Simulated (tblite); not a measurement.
# C4H11NOSi: the cost of one run

Programs: tblite 0.8.0 and PySCF 2.14.0, with density-fitted response routines of our own. Each step states its level of theory. These are calculated values for one molecule in the gas phase, unless marked as measured. Atoms are numbered from 0 throughout.

### 1 Starting geometry

18 atoms, charge 0, multiplicity 1; geometry from: force field or distance geometry start.

Bonds of the start (Å): C0–O1 1.41, O1–Si2 1.67, Si2–C3 1.87, C3–C4 1.53, C4–C5 1.50, C5–N6 1.46, N6–Si2 1.80, C0–H7 1.11, C0–H8 1.11, C0–H9 1.11, Si2–H10 1.46, C3–H11 1.11, C3–H12 1.08, C4–H13 1.12, C4–H14 1.10, C5–H15 1.10, C5–H16 1.11, N6–H17 1.04.

### 2 Optimising the geometry with GFN2-xTB

What the job is given:

```
{"job": {"kind": "relax", "xc": "GFN2-xTB", "basis": "xTB"}, "charge": 0, "multiplicity": 1}
C      2.995300     0.372000    -0.122600
O      1.830700     0.046900     0.599700
Si     0.550700    -0.027600    -0.474400
C     -0.863900     1.137200    -0.080000
C     -2.003200     0.133200     0.082300
C     -1.703100    -1.054500    -0.779100
N     -0.382400    -1.563600    -0.401800
H      3.293300     1.428100     0.023300
H      3.835900    -0.308700     0.120600
H      2.724200     0.239400    -1.190400
H      1.026100     0.158600    -1.841100
H     -0.718700     1.659900     0.888800
H     -1.100900     1.815800    -0.888200
H     -2.902300     0.638300    -0.353400
H     -2.141900    -0.088300     1.151500
H     -2.475800    -1.830400    -0.715100
H     -1.597800    -0.756200    -1.845200
H     -0.375100    -1.993700     0.548500
```

Command:

```console
$ OMP_NUM_THREADS=1 python probes_run.py task.json out
```

This one command runs all jobs of the session in turn.

Q: Estimate the wall time of this first job on 1 thread of Arm Neoverse N1, shared host.

About 1.2 s.
